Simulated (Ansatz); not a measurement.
# GdSe: the cost of one run

Computed with Ansatz 0.2.0 (DFT r²SCAN+U (U_eff = 2.5 eV on Gd f), plane waves, PAW, no spin–orbit coupling unless a run says so, unless a step's input says otherwise).

## 1. The structure to begin with

It takes space group Fm-3m (No. 225, cubic). Conventional cell: a = 5.771 Å, b = 5.771 Å, c = 5.771 Å, α = 90.00°, β = 90.00°, γ = 90.00°. Around Gd (site symmetry m-3m) lie 6 Se at 2.89 Å. Se (site symmetry m-3m) has 6 Gd at 2.89 Å as nearest neighbours.

As a file:

```xyz
4
Lattice="0.0000 2.8855 2.8855 5.7710 2.8855 2.8855 5.7710 5.7710 0.0000" Properties=species:S:1:pos:R:3 pbc="T T T"
Gd    2.8855    2.8855    2.8855
Se    0.0000    0.0000    0.0000
Gd    5.7710    5.7710    2.8855
Se    2.8855    2.8855    0.0000
```

Magnetic order typed: antiferromagnetic, doubled cell 0 1/2 1/2.

## 2. From atoms, symmetry kept, no search

input.yaml reads:

```yaml
crystal:
  lattice:
    - [0.0, 2.88550036, 2.88550036]
    - [5.77100072, 2.88550036, 2.88550036]
    - [5.77100072, 5.77100072, 0.0]
  atoms:
    - { symbol: Gd, position: [0.5, 0.5, 0.0], spin: 7.0 }
    - { symbol: Se, position: [0.0, 0.0, 0.0] }
    - { symbol: Gd, position: [0.5, 0.5, 0.5], spin: -7.0 }
    - { symbol: Se, position: [0.0, 0.0, 0.5] }
basis:
  ecutwfc: 500
  ecutrho_ratio: 4
kpoints:
  mp_grid: { grid: [6, 6, 6] }
hamiltonian:
  xc: r2scan
  hubbard:
    sites: [{ site: 0, l: f, u_eff: 2.5 }, { site: 2, l: f, u_eff: 2.5 }]
scf:
  occupations: { method: gaussian, width: 0.05 }
  lower_state_search: "off"
  max_iter: 150
output:
  forces: true
  stress: true
  eigenvalues: true
  populations: true
  hubbard: { sites: [{ site: 0, l: f }, { site: 2, l: f }] }
magnetization:
  spin_polarized: true
```

Launch:

```
> ansatz run input.yaml --threads 4 --pin off --max-ram 6144MiB --backend cpu --events-out ev --progress --plain --runs-dir out
```

Q: Estimate wall time and peak memory on 4 threads of Intel Xeon at 2.50GHz (Skylake/Cascade Lake), shared host.

About 79 s, with a peak of 1.3 GiB.
